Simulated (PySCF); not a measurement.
**C5H13B: geometry, NMR shifts, spin-spin couplings, electronic excitations and core binding energies**

Aim: predict the NMR shifts, spin-spin couplings, electronic excitations and core binding energies of C5H13B (`BC(C)(C)CC`).

The runs use PySCF 2.14.0, with density-fitted response routines of our own; the level of theory stands in each step. All values are computed, except where a source is named. Atoms count from 0, in the outputs and in this text.

**1. Starting geometry**

19 atoms, charge 0, multiplicity 1; geometry from: GFN2-xTB.

Bonds of the start (Å): B0–C1 1.58, C1–C2 1.54, C1–C3 1.55, C1–C4 1.54, C4–C5 1.52, B0–H6 1.17, B0–H7 1.17, C2–H8 1.09, C2–H9 1.09, C2–H10 1.09, C3–H11 1.09, C3–H12 1.09, C3–H13 1.09, C4–H14 1.09, C4–H15 1.09, C5–H16 1.09, C5–H17 1.09, C5–H18 1.09.

**2. Relaxing the molecule at PBE0-D3(BJ)/def2-SVP**

Job settings and geometry (Å):

```
{"job": {"xc": "PBE0", "basis": "def2-SVP", "d3": "d3bj", "grid": 1, "kind": "geom"}, "charge": 0, "multiplicity": 1}
B     -0.615920     1.633490     0.227860
C     -0.419200     0.063030     0.210110
C     -1.262710    -0.652700     1.277970
C     -0.977270    -0.344660    -1.173810
C      1.025760    -0.458730     0.357850
C      2.066710     0.143240    -0.579550
H      0.200970     2.362520    -0.175970
H     -1.640020     2.074080     0.580190
H     -0.936120    -0.364260     2.274700
H     -2.314350    -0.396500     1.179320
H     -1.164270    -1.734120     1.187010
H     -2.018450    -0.043120    -1.270980
H     -0.415370     0.121070    -1.979130
H     -0.921020    -1.426610    -1.289980
H      1.346570    -0.281740     1.387870
H      1.014830    -1.542500     0.206410
H      3.025420    -0.348590    -0.422670
H      1.788120     0.010110    -1.621500
H      2.196690     1.204470    -0.390630
```

Started as:

```console
$ OMP_NUM_THREADS=1 python probes_run.py task.json out
```

This one command runs all jobs of the session in turn.

**Question.** This job is followed by: GIAO PBE0/pcSseg-1 NMR shielding, non-relativistic, gas phase; B3LYP/pcJ-1 indirect spin-spin coupling, non-relativistic, gas phase; TDDFT wB97X-D/def2-SVPD, vertical, gas phase, core orbitals frozen in the response; GIAO WP04/pcSseg-1 NMR shielding, non-relativistic, gas phase; delta-SCF UKS SCAN, pcX-2 on the ionised atom, pcseg-1 elsewhere, spin-free X2C. Predict these results of the whole session: point group; rotational constants (main isotopes); 13C shifts against TMS (PBE0/pcSseg-1, means over atoms taken as alike); 1H shifts against TMS (PBE0/pcSseg-1, means over atoms taken as alike); 11B shifts against BF3·OEt2 (PBE0/pcSseg-1); largest coupling of the table (B3LYP/pcJ-1); lowest singlet (wB97X-D/def2-SVPD); brightest single state of those computed; lowest triplet; vertical ionisation energy (ΔSCF); C1s binding energies, SCAN/pcX-2; B1s binding energies, SCAN/pcX-2; range of the shift of B0.

The runs gave:

```
                                                               quantity                                          value
                                                            point group                                             C1
                                   rotational constants (main isotopes)                           4.49, 2.61, 2.42 GHz
13C shifts against TMS (PBE0/pcSseg-1, means over atoms taken as alike)                     34.9, 34.1, 21.7, 11.1 ppm
 1H shifts against TMS (PBE0/pcSseg-1, means over atoms taken as alike)                     7.25, 1.21, 1.11, 0.84 ppm
                            11B shifts against BF3·OEt2 (PBE0/pcSseg-1)                                       82.7 ppm
                            largest coupling of the table (B3LYP/pcJ-1)                        1J(B,H) B0–H6, 135.2 Hz
                                     lowest singlet (wB97X-D/def2-SVPD)                    5.48 eV (226 nm), f = 0.005
                               brightest single state of those computed                    state 8, 8.89 eV, f = 0.067
                                                         lowest triplet                                        5.00 eV
                                      vertical ionisation energy (ΔSCF)                                       10.09 eV
                                       C1s binding energies, SCAN/pcX-2  C5 290.38, C4 290.33, C2 290.33, C1 290.06 eV
                                       B1s binding energies, SCAN/pcX-2                                   B0 195.75 eV
                                               range of the shift of B0                               76.6 to 82.7 ppm
```

The optimisation took 10 steps and gained 0.118 eV; among the close pairs (by a distance rule), B0–H6 changed most, from 1.167 to 1.211 Å. No frequency check was run at this level, so the end point may be a saddle. At PBE0/pcSseg-1: The largest span, 174 ppm, is at B0, where the paramagnetic term is -177 ppm. Of the pairs tabulated at B3LYP/pcJ-1, B0–H6 (mean over like pairs) couples most strongly (135.2 Hz; Fermi contact 136.2 Hz). Couplings across rotatable bonds belong to this one conformer; where others are populated, the observed values are averages. The lowest singlet, at 5.48 eV, is HOMO→LUMO 0.94 and is weak; of the 10 states computed, the strongest absorption comes from state 8 at 8.89 eV. The lowest triplet lies 0.48 eV below the lowest singlet (triplets in Tamm-Dancoff, singlets in full TDDFT). The orbital energy would give 9.93 eV for ionisation, ΔSCF gives 10.09 eV. C5 (methyl carbon) binds its C1s electron 0.32 eV more tightly than C1 (fully substituted sp3 carbon bonded to B). In ppm, B0 moves most: its shift spreads over 6.1 ppm, from 76.6 (WP04/pcSseg-1) to 82.7 (PBE0/pcSseg-1). Most of that comes from the computed reference, not from the atom's own shielding.
